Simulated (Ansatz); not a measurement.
Task: an atomisation energy of ClFGeH, SMILES [F][GeH][Cl], with Ansatz 0.2.0 through its Python package. Give the script and its output. Settings (for the species named): CCSD(T), def2-TZVP basis, multiplicity 2.

```xyz
4

F     0.5233   -0.6584    1.5090
Ge    0.4305   -0.0569   -0.1677
Cl   -1.3527   -0.8507   -1.1679
H     0.4543    1.5057   -0.1936
```

`clfgeh_tae.py`:
```python
"""Energy to split ClFGeH into its atoms."""

from collections import Counter

import ansatz


def energy_of(molecule, charge=0, unpaired=0):
    calc = (
        molecule.calculation()
        .basis(gaussian="def2-TZVP")
        .correlation("ccsd_t")
    )
    if charge:
        calc = calc.charge(charge)
    if unpaired:
        calc = calc.spin("collinear", total=unpaired)
    report = calc.run(threads=1).report
    if report["published_state_doubts"]:
        print("  doubts:", report["published_state_doubts"])
    return report["free_energy_ev"]


def main() -> None:
    geometry_ang = [
        ("F", (0.5233, -0.6584, 1.509)),
        ("Ge", (0.4305, -0.0569, -0.1677)),
        ("Cl", (-1.3527, -0.8507, -1.1679)),
        ("H", (0.4543, 1.5057, -0.1936)),
    ]
    system = ansatz.Crystal.molecule()
    for symbol, xyz in geometry_ang:
        system = system.atom(symbol, xyz)

    # unpaired electrons of the ground-state atoms
    unpaired = {"F": 1, "Ge": 2, "Cl": 1, "H": 1}
    counts = Counter(site.symbol for site in system.cartesian_sites)
    atom_energy = {s: energy_of(ansatz.Crystal.molecule().atom(s, (0, 0, 0)), 0, unpaired[s]) for s in counts}
    whole = energy_of(system, 0, 1)
    for s, e in atom_energy.items():
        print(f"{s:2s} x{counts[s]}  {e:14.5f} eV")
    print(f"ClFGeH: {whole:.5f} eV")
    split = sum(counts[s] * e for s, e in atom_energy.items()) - whole
    print(f"atomisation energy (no zero-point term): {23.060548 * split:.1f} kcal/mol, {split / sum(counts.values()):.3f} eV an atom")


if __name__ == "__main__":
    main()
```

Running `python clfgeh_tae.py` prints:
```text
F  x1     -2710.93587 eV
Ge x1    -56477.67202 eV
Cl x1    -12508.04020 eV
H  x1       -13.60052 eV
ClFGeH: -71720.99939 eV
atomisation energy (no zero-point term): 247.9 kcal/mol, 2.688 eV an atom
```

247.9 kcal/mol from the electronic energies, without the zero-point term.

Reading the output:
- Total energies depend on the basis set; only differences at equal settings carry meaning.
- The geometry is a force-field or estimated start, not a minimum of this method, and the basis set is short of its limit. All parts are taken at fixed geometry, without zero-point energy.
- The run takes the species as open-shell (spin multiplicity 2), which needn't be its ground state.
- The whole script took 100 s on 1 thread of Arm Neoverse V2 (shared host), peak memory 1.3 GiB.
